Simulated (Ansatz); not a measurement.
I need a check of forces and pressure against finite differences of Lu₃Si (distorted cell). Use Ansatz's Python interface. Level of theory (first run): r2SCAN, PAW, cutoff 650 eV, 4×4×4 k-points, cold smearing of 0.1 eV.

```
Lu Si
1.0
     4.49399   -0.03031    0.05600
    -0.03031    4.58341   -0.08511
     0.05600   -0.08511    4.50126
Lu Si
3 1
Direct
  0.99870 0.49629 0.50755
  0.49822 0.00944 0.47749
  0.49870 0.50617 0.98457
  0.01427 0.99785 0.00806
```

The script, `run_fdcheck.py`:
```python
import warnings

import ansatz as az
import numpy as np

XC = "r2scan"
FILLING = "cold"
SMEARING_WIDTH = 0.1
CUTOFF_EV = 650
KMESH = (4, 4, 4)
TOLERANCE = 1e-09

VECTORS = np.array([
    [4.49399, -0.03031, 0.056],
    [-0.03031, 4.58341, -0.08511],
    [0.056, -0.08511, 4.50126],
])
SITES = [
    ("Lu", (0.9987, 0.49629, 0.50755)),
    ("Lu", (0.49822, 0.00944, 0.47749)),
    ("Lu", (0.4987, 0.50617, 0.98457)),
    ("Si", (0.01427, 0.99785, 0.00806)),
]


def crystal_on(cell):
    crystal = az.Crystal(lattice=az.Lattice.of(cell))
    for symbol, position in SITES:
        crystal = crystal.atom(symbol, position)
    return crystal


def main() -> None:
    warnings.simplefilter("ignore", az.DeckWarning)

    def solve(crystal):
        return (
            crystal.calculation()
            .functional(XC)
            .occupations(FILLING, width=SMEARING_WIDTH)
            .basis(CUTOFF_EV, xc_grid=2)
            .kpoints(*KMESH)
            .scf(tolerance=TOLERANCE)
            .forces()
            .stress()
            .run(threads=1)
        ).report


    centre = solve(crystal_on(VECTORS))
    start = crystal_on(VECTORS)
    print(f"force on atom 1 along y: analytic {centre['forces_ev_ang'][1][1]:.4f} eV/A")
    for h in (0.005, 0.02):
        shift = np.eye(3)[1] * h @ np.linalg.inv(VECTORS)
        plus, minus = (solve(start.move(1, to=np.array(SITES[1][1]) + sign * shift))["lagrangian_ev"] for sign in (1, -1))
        print(f"  step {h} A: numerical {-(plus - minus) / (2 * h):.4f} eV/A")
    volume = abs(np.linalg.det(VECTORS))
    larger, smaller = (solve(crystal_on(VECTORS * (1 + sign * 0.005) ** (1 / 3)))["lagrangian_ev"] for sign in (1, -1))
    numerical = -(larger - smaller) / (0.01 * volume) * 160.21766
    print(f"pressure: analytic {np.trace(centre['stress_gpa']) / 3:.3f}, numerical {numerical:.3f} GPa")


if __name__ == "__main__":
    main()
```

Output of `python run_fdcheck.py`:
```text
force on atom 1 along y: analytic -0.3451 eV/A
  step 0.005 A: numerical -0.3451 eV/A
  step 0.02 A: numerical -0.3450 eV/A
pressure: analytic -0.878, numerical -0.876 GPa
```

For a metal this k-point mesh is coarse: on a finer one energies can move by several to tens of meV an atom and pressures by half a GPa or more, differences at one mesh by less. The program warned that this SCF threshold is loose for forces or stresses. Pressure is positive in compression. The cell is a database structure, distorted on purpose. The central difference errs as the square of the step, so the shorter step is the fairer test; what remains comes from the finite grid and the SCF threshold. The script silences the warnings on its input, which a real study should read. Finished in 8.5 min on 1 thread of Arm Neoverse V2, on a shared host, peak memory 0.61 GiB.
